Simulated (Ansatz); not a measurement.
**BCCD(T)/cc-pVDZ run of CHClFGeN (SMILES N#[C][GeH]([F])[Cl])**

Aim: the vertical singlet–triplet gap of CHClFGeN at BCCD(T)/cc-pVDZ, from 2 runs. 

The results are computed with Ansatz 0.2.0.

154 further runs of the same task are left out: 1 that didn't finish, 153 set aside as unsound or not needed.

## Step 1: Starting point

CHClFGeN has 6 atoms, charge 0, and is taken as a singlet. As SMILES, `N#[C][GeH]([F])[Cl]`. The shape is that of a PBE0-D4/def2-TZVP optimisation.

Bond lengths: N1–C2 1.151 Å, C2–Ge3 1.913 Å, Ge3–F4 1.718 Å, Ge3–Cl5 2.113 Å, Ge3–H6 1.520 Å. Angles: N1–C2–Ge3 178.0°, C2–Ge3–F4 105.5°, C2–Ge3–Cl5 108.2°, F4–Ge3–Cl5 107.8°, C2–Ge3–H6 113.0°, F4–Ge3–H6 109.5°, Cl5–Ge3–H6 112.5°.

## Step 2: The energy at BCCD(T)/cc-pVDZ

Contents of input.yaml:

```yaml
crystal:
  periodic: [false, false, false]
  atoms:
    - {symbol: "N", position_ang: [-1.036900, -2.307000, 0.030700]}
    - {symbol: C, position_ang: [-0.544000, -1.267300, 0.040100]}
    - {symbol: Ge, position_ang: [0.237100, 0.477900, 0.107700]}
    - {symbol: F, position_ang: [1.896000, 0.253800, -0.276600]}
    - {symbol: Cl, position_ang: [-0.627600, 1.648100, -1.423900]}
    - {symbol: H, position_ang: [0.117300, 1.130400, 1.475800]}
basis:
  gaussian:
    orbitals: cc-pVDZ
correlation:
  method: bccd_t
  frozen_orbitals: {C: 1, Cl: 5, F: 1, Ge: 9, H: 0, "N": 1}
accuracy: high
scf:
  omitted_lower_state_checks: [cluster_reference, increment]
```

On the command line:

```sh
$ ansatz run input.yaml --threads 1 --pin off --max-ram 3480MiB --events-out events.jsonl --progress --plain --runs-dir runs
```

The program printed:

```text
Warning: RAYON_NUM_THREADS=1 ignored (pool sized by the plan → 1); use --threads N
Functional definition: HF
  name "HF"
  exchange = exact_x
  correlation = 0
these checks for a lower state are left out or cut short: cluster_reference, increment
2015 factors; integrals over basis functions are off by at most 4.4e-9 eV
mean field evaluation 1: about -74208.6190 eV, gradient 3.9e1 eV
mean field evaluation 2: about -74208.7640 eV, gradient 3.9e1 eV
mean field evaluation 4: about -74212.4446 eV, gradient 3.8e0 eV
mean field evaluation 8: about -74212.5053 eV, gradient 3.5e-1 eV
mean field evaluation 16: about -74212.5059 eV, gradient 1.7e-8 eV
mean field -74212.50591306 eV, -2727.2592892618 hartree, gradient 1.7e-8 eV, S^2 0.000000; 0 other end points of the search recorded, 0 dependent functions left out
17 core orbitals not correlated: weight in the atoms' cores, before any rotation towards them, 1.000 or more for the frozen orbitals, at most 0.000 for the correlated occupied ones
reference -74212.50591306 eV, -2727.2592892618 hartree; 19, 19 occupied and 56, 56 virtual orbitals, 2015 factors
second order -19.15320418 eV of doubles, -0.00000000 eV of singles
cycle   1  -19.13199873 eV  change    2.1e-2 eV  update   1.1e-1
cycle   2  -19.63367355 eV  change   -5.0e-1 eV  update   3.7e-2
cycle   3  -19.75935303 eV  change   -1.3e-1 eV  update   1.9e-2
cycle   4  -19.75944941 eV  change   -9.6e-5 eV  update   5.9e-3
cycle   5  -19.75949882 eV  change   -4.9e-5 eV  update   2.2e-3
cycle   6  -19.76089912 eV  change   -1.4e-3 eV  update   8.0e-4
cycle   7  -19.76141928 eV  change   -5.2e-4 eV  update   2.5e-4
cycle   8  -19.76142441 eV  change   -5.1e-6 eV  update   7.4e-5
cycle   9  -19.76146024 eV  change   -3.6e-5 eV  update   2.4e-5
cycle  10  -19.76147451 eV  change   -1.4e-5 eV  update   8.2e-6
cycle  11  -19.76146492 eV  change    9.6e-6 eV  update   3.2e-6
cycle  12  -19.76146535 eV  change   -4.2e-7 eV  update   1.3e-6
cycle  13  -19.76146475 eV  change    6.0e-7 eV  update   4.8e-7
cycle  14  -19.76146454 eV  change    2.1e-7 eV  update   2.0e-7
cycle  15  -19.76146457 eV  change   -3.3e-8 eV  update   9.6e-8
cycle  16  -19.76146455 eV  change    1.9e-8 eV  update   4.8e-8
cycle  17  -19.76146457 eV  change   -1.7e-8 eV  update   3.1e-8
cycle  18  -19.76146381 eV  change    7.5e-7 eV  update   1.6e-7
cycle  19  -19.76146373 eV  change    8.7e-8 eV  update   4.3e-8
cycle  20  -19.76146368 eV  change    5.1e-8 eV  update   1.7e-8
cycle  21  -19.76146367 eV  change    9.9e-9 eV  update   5.4e-9
cycle  22  -19.76146367 eV  change    1.9e-9 eV  update   1.9e-9
perturbative correction -0.66819911 eV, -0.0245558644 hartree
Total energy: -74232.93557584 eV, -2728.0100655210 hartree
Checks for a lower state left out: cluster_reference, increment
```

Run time: 52 s. Hardware: 1 thread of Arm Neoverse V1, shared host; peak memory 0.7 GiB.

## Step 3: The triplet, same level

Contents of input.yaml:

```yaml
basis:
  gaussian:
    orbitals: cc-pVDZ
crystal:
  periodic: [false, false, false]
  atoms:
    - symbol: N
      position_ang: [-1.036900, -2.307000, 0.030700]
    - symbol: C
      position_ang: [-0.544000, -1.267300, 0.040100]
    - symbol: Ge
      position_ang: [0.237100, 0.477900, 0.107700]
    - symbol: F
      position_ang: [1.896000, 0.253800, -0.276600]
    - symbol: Cl
      position_ang: [-0.627600, 1.648100, -1.423900]
    - symbol: H
      position_ang: [0.117300, 1.130400, 1.475800]
scf:
  omitted_lower_state_checks: [cluster_reference, increment]
magnetization:
  spin_polarized: true
  initial_magnetization: 2
correlation:
  method: bccd_t
  frozen_orbitals: {C: 1, Cl: 5, F: 1, Ge: 9, H: 0, "N": 1}
accuracy: high
```

On the command line:

```sh
$ ansatz run input.yaml --threads 1 --pin off --max-ram 3480MiB --events-out events.jsonl --progress --plain --runs-dir runs
```

The program printed:

```text
Warning: RAYON_NUM_THREADS=1 ignored (pool sized by the plan → 1); use --threads N
[... 4 set-up lines as earlier in the session ...]
these checks for a lower state are left out or cut short: cluster_reference, increment
2015 factors; integrals over basis functions are off by at most 4.4e-9 eV
mean field evaluation 1: about -74198.4181 eV, gradient 3.0e1 eV
mean field evaluation 2: about -74198.4367 eV, gradient 3.0e1 eV
mean field evaluation 4: about -74203.8276 eV, gradient 5.5e0 eV
mean field evaluation 8: about -74206.1247 eV, gradient 2.0e0 eV
mean field evaluation 16: about -74206.8695 eV, gradient 2.6e0 eV
mean field evaluation 32: about -74207.4388 eV, gradient 1.7e-8 eV
mean field evaluation 64: about -74202.6804 eV, gradient 5.8e0 eV
mean field evaluation 96: about -74207.4383 eV, gradient 3.0e-1 eV
mean field evaluation 128: about -74206.1884 eV, gradient 2.0e-8 eV
mean field -74207.43882884 eV, -2727.0730773512 hartree, gradient 2.1e-8 eV, S^2 2.014325; 6 other end points of the search recorded, 0 dependent functions left out
17 core orbitals not correlated: weight in the atoms' cores, before any rotation towards them, 1.000 or more for the frozen orbitals, at most 0.000 for the correlated occupied ones
reference -74207.43882884 eV, -2727.0730773512 hartree; 20, 18 occupied and 55, 57 virtual orbitals, 2015 factors
second order -17.23899434 eV of doubles, -0.00000000 eV of singles
cycle   1  -17.89656500 eV  change   -6.6e-1 eV  update   1.0e-1
cycle   2  -18.31196639 eV  change   -4.2e-1 eV  update   3.9e-2
cycle   3  -18.45317951 eV  change   -1.4e-1 eV  update   2.6e-2
cycle   4  -18.45913815 eV  change   -6.0e-3 eV  update   1.4e-2
cycle   5  -18.46029073 eV  change   -1.2e-3 eV  update   1.0e-2
cycle   6  -18.47444565 eV  change   -1.4e-2 eV  update   6.7e-3
cycle   7  -18.48354558 eV  change   -9.1e-3 eV  update   4.1e-3
cycle   8  -18.48713511 eV  change   -3.6e-3 eV  update   2.3e-3
cycle   9  -18.48978643 eV  change   -2.7e-3 eV  update   1.1e-3
cycle  10  -18.48993945 eV  change   -1.5e-4 eV  update   6.1e-4
cycle  11  -18.49039081 eV  change   -4.5e-4 eV  update   3.9e-4
cycle  12  -18.49073411 eV  change   -3.4e-4 eV  update   3.1e-4
cycle  13  -18.49080046 eV  change   -6.6e-5 eV  update   2.8e-4
cycle  14  -18.49087021 eV  change   -7.0e-5 eV  update   2.7e-4
cycle  15  -18.49083849 eV  change    3.2e-5 eV  update   2.6e-4
cycle  16  -18.49076875 eV  change    7.0e-5 eV  update   2.6e-4
cycle  17  -18.49080418 eV  change   -3.5e-5 eV  update   2.5e-4
cycle  18  -18.49079515 eV  change    9.0e-6 eV  update   2.5e-4
cycle  19  -18.49132044 eV  change   -5.3e-4 eV  update   2.5e-4
cycle  20  -18.49094989 eV  change    3.7e-4 eV  update   2.2e-4
cycle  21  -18.49069871 eV  change    2.5e-4 eV  update   2.2e-4
cycle  22  -18.49095718 eV  change   -2.6e-4 eV  update   2.0e-4
cycle  23  -18.49148202 eV  change   -5.2e-4 eV  update   1.9e-4
cycle  24  -18.49175609 eV  change   -2.7e-4 eV  update   1.8e-4
cycle  25  -18.49121037 eV  change    5.5e-4 eV  update   1.6e-4
cycle  26  -18.49080350 eV  change    4.1e-4 eV  update   1.2e-4
cycle  27  -18.49098150 eV  change   -1.8e-4 eV  update   8.6e-5
cycle  28  -18.49079099 eV  change    1.9e-4 eV  update   4.8e-5
cycle  29  -18.49074746 eV  change    4.4e-5 eV  update   3.1e-5
cycle  30  -18.49099761 eV  change   -2.5e-4 eV  update   2.4e-5
cycle  31  -18.49079621 eV  change    2.0e-4 eV  update   1.7e-5
cycle  32  -18.49088919 eV  change   -9.3e-5 eV  update   1.3e-5
cycle  33  -18.49086424 eV  change    2.5e-5 eV  update   7.8e-6
cycle  34  -18.49093939 eV  change   -7.5e-5 eV  update   7.4e-6
cycle  35  -18.49094226 eV  change   -2.9e-6 eV  update   4.6e-6
cycle  36  -18.49093956 eV  change    2.7e-6 eV  update   4.2e-6
cycle  37  -18.49093842 eV  change    1.1e-6 eV  update   3.5e-6
cycle  38  -18.49093710 eV  change    1.3e-6 eV  update   2.6e-6
cycle  39  -18.49093760 eV  change   -5.0e-7 eV  update   1.9e-6
cycle  40  -18.49093671 eV  change    9.0e-7 eV  update   1.5e-6
cycle  41  -18.49093676 eV  change   -5.5e-8 eV  update   8.4e-7
cycle  42  -18.49093642 eV  change    3.4e-7 eV  update   5.5e-7
cycle  43  -18.49093599 eV  change    4.3e-7 eV  update   3.3e-7
cycle  44  -18.49093608 eV  change   -8.7e-8 eV  update   2.1e-7
cycle  45  -18.49093600 eV  change    7.3e-8 eV  update   1.2e-7
cycle  46  -18.49093603 eV  change   -2.1e-8 eV  update   7.6e-8
cycle  47  -18.49093607 eV  change   -4.2e-8 eV  update   6.0e-8
cycle  48  -18.49093612 eV  change   -4.9e-8 eV  update   3.8e-8
cycle  49  -18.49093615 eV  change   -3.8e-8 eV  update   2.6e-8
cycle  50  -18.49093617 eV  change   -1.4e-8 eV  update   1.6e-8
cycle  51  -18.49093617 eV  change   -3.6e-9 eV  update   1.1e-8
cycle  52  -18.49093617 eV  change    1.4e-9 eV  update   8.7e-9
cycle  53  -18.49093617 eV  change   -3.7e-9 eV  update   7.4e-9
cycle  54  -18.49093618 eV  change   -1.0e-9 eV  update   6.2e-9
cycle  55  -18.49093618 eV  change   -1.8e-9 eV  update   5.4e-9
cycle  56  -18.49093618 eV  change    1.5e-9 eV  update   4.6e-9
perturbative correction -0.57835723 eV, -0.0212542362 hartree
Total energy: -74226.50812224 eV, -2727.7738609582 hartree
Checks for a lower state left out: cluster_reference, increment
```

Wall time 8.2 min (1 thread of Arm Neoverse V1, shared host); peak memory 1.5 GiB.

## Step 4: Summary of results

Level: BCCD(T)/cc-pVDZ, 17 core orbitals frozen.

| quantity | value |
| --- | --- |
| singlet: total energy | -2728.01007 Eh |
| singlet: correlation energy (17 core orbitals frozen) | -750.8 mEh |
| singlet: (T) correction | -24.56 mEh |
| triplet: total energy | -2727.77386 Eh |
| triplet: correlation energy (17 core orbitals frozen) | -700.8 mEh |
| triplet: (T) correction | -21.25 mEh |
| triplet: ⟨S²⟩ of the reference determinant | 2.014 |
| vertical energy of the triplet above the singlet | 6.427 eV |

What this shows: At this shape the triplet lies 6.43 eV (148 kcal/mol) above the singlet. The triples (singlet) make up 3.3 % of the correlation energy. The triples (triplet) make up 3.0 % of the correlation energy.
